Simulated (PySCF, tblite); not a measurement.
**C₂H₁₁ClO₂Si₃: geometry, infrared bands and NMR shifts**

What infrared bands and NMR shifts should C₂H₁₁ClO₂Si₃ (`CCO[Si@H](O)[SiH2][SiH2]Cl`) show?

Programs: tblite 0.8.0 and PySCF 2.14.0, with density-fitted response routines of our own. Each step states its level of theory. These are calculated values for one molecule in the gas phase, unless marked as measured. Atoms count from 0, in the outputs and in this text.

## 1. The molecule as given

19 atoms, charge 0, multiplicity 1; geometry from: force field or distance geometry start.

Bonds of the start (Å): C0–C1 1.49, C1–O2 1.40, O2–Si3 1.69, Si3–O4 1.74, Si3–Si5 2.21, Si5–Si6 2.25, Si6–Cl7 2.11, C0–H8 1.12, C0–H9 1.14, C0–H10 1.11, C1–H11 1.13, C1–H12 1.13, Si3–H13 1.48, O4–H14 1.01, Si5–H15 1.46, Si5–H16 1.47, Si6–H17 1.47, Si6–H18 1.46.

## 2. Relaxing the molecule with GFN2-xTB

What the job is given:

```
{"job": {"kind": "relax", "xc": "GFN2-xTB", "basis": "xTB"}, "charge": 0, "multiplicity": 1}
C     -3.559000     0.261000    -0.110500
C     -2.192000    -0.129800     0.319700
O     -1.288800    -0.354300    -0.729200
Si     0.194100    -0.780200    -0.034200
O      0.099900    -0.385600     1.654500
Si     1.942800     0.265200    -0.897300
Si     3.712800     0.091500     0.485300
Cl     3.908200     1.945100     1.483200
H     -4.019300    -0.575200    -0.699100
H     -4.176600     0.415900     0.835400
H     -3.578300     1.220000    -0.662800
H     -1.796800     0.673600     1.004800
H     -2.298000    -1.041200     0.979300
H      0.360200    -2.245400    -0.174800
H      0.250700     0.608900     1.776400
H      2.318900    -0.437500    -2.116900
H      1.709100     1.681600    -1.190800
H      3.525400    -1.002900     1.451300
H      4.876600    -0.201400    -0.351500
```

Launch:

```bash
$ OMP_NUM_THREADS=1 python probes_run.py task.json out
```

The driver reads the jobs from task.json and runs them one after another.

**Question.** This job is followed by: GFN2-xTB harmonic vibrations, gas phase; GIAO PBE0/pcSseg-1 NMR shielding, non-relativistic, gas phase. Predict these results of the whole session: strongest single infrared mode (GFN2-xTB); zero-point energy (GFN2-xTB); ¹³C shifts against TMS (PBE0/pcSseg-1); ¹H shifts against TMS (PBE0/pcSseg-1, means over atoms taken as alike); ¹⁷O shifts against H2O (PBE0/pcSseg-1); ²⁹Si shifts against TMS (PBE0/pcSseg-1); ³⁵Cl shifts against HCl (PBE0/pcSseg-1).

The runs gave:

| quantity | value |
| --- | --- |
| strongest single infrared mode (GFN2-xTB) | 598 cm⁻¹, 718 km/mol |
| zero-point energy (GFN2-xTB) | 79.0 kcal/mol |
| ¹³C shifts against TMS (PBE0/pcSseg-1) | 62.0, 18.2 ppm |
| ¹H shifts against TMS (PBE0/pcSseg-1, means over atoms taken as alike) | 5.61, 5.60, 5.52, 4.43, 4.17, 3.21, 3.19, 3.08, 1.37 ppm |
| ¹⁷O shifts against H2O (PBE0/pcSseg-1) | 92.2, 75.3 ppm |
| ²⁹Si shifts against TMS (PBE0/pcSseg-1) | -20.7, -21.7, -134.2 ppm |
| ³⁵Cl shifts against HCl (PBE0/pcSseg-1) | -95 ppm |

What this shows: Over 256 steps the energy fell by 1.304 eV; of the close pairs, Si3–O4 changed most, 1.737 to 1.628 Å. All 51 modes are real, so the xTB geometry is a minimum. The strongest single mode, at 598 cm⁻¹, is carried by H15, H16, H13, H17. Unscaled tight-binding wavenumbers are off by several per cent, some by more. Its intensities can rank the bands wrongly.
